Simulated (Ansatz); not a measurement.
**ZrH+ (triplet): from Hartree-Fock to the top rungs, def2-TZVPP**

The task here is to estimate one member of a computed series from the others.

The runs use Ansatz 0.2.0, Gaussian basis; def2-TZVPP, core rule «outside noble gas», up to 4 orbitals frozen.

Plan: UHF; ROHF; CCSD(T) on UHF.

## What is computed

The geometry is a PBE0/def2-TZVP stationary point (not a proven minimum) of the parent state, kept for this charge and spin. No spin-orbit coupling is included. Elements past krypton take def2 core potentials.

2 atoms, charge 1, spin multiplicity 3.

Atoms are counted from 1 here; the program's logs count them from 0.

Bond lengths: Zr1–H2 2.328 Å.

Set-up of the first run:

The input, in.yaml:

```yaml
crystal:
  periodic: [false, false, false]
  atoms:
    - {symbol: Zr, position_ang: [0.000000, 0.000000, 0.000000]}
    - {symbol: H, position_ang: [0.000000, 0.000000, 2.327800]}
basis:
  gaussian: {orbitals: def2-TZVPP}
total_charge: 1
magnetization: {spin_polarized: true, initial_magnetization: 2}
hamiltonian: {xc: hf}
output: {orbitals: {seedname: orbitals}}
```

Command:

```sh
> ansatz run in.yaml --threads 1 --pin off --events-out ev --progress --plain --max-ram 2816MiB --backend cpu
```

Steps of the session up to this table: UHF; ROHF; CCSD(T) on UHF.

One table of the session follows, with a row left open; its other results are not shown here.

| method | from UCCSD(T) (meV) |
| --- | --- |
| ROHF | +1662.4 |
| UHF | +1408.5 |
| UMP2 | ? |
| UCCSD | +34.6 |
| UCCSD(T) | 0 |

Q: Estimate the row for UMP2 from the others.

The run gave: from UCCSD(T) (meV): +492.9. In the column «from UCCSD(T) (meV)» it lies between UCCSD (+34.6) and UHF (+1408.5).

Caveats from the session: Warnings: spin contamination; coupled cluster took another determinant than the lowest.
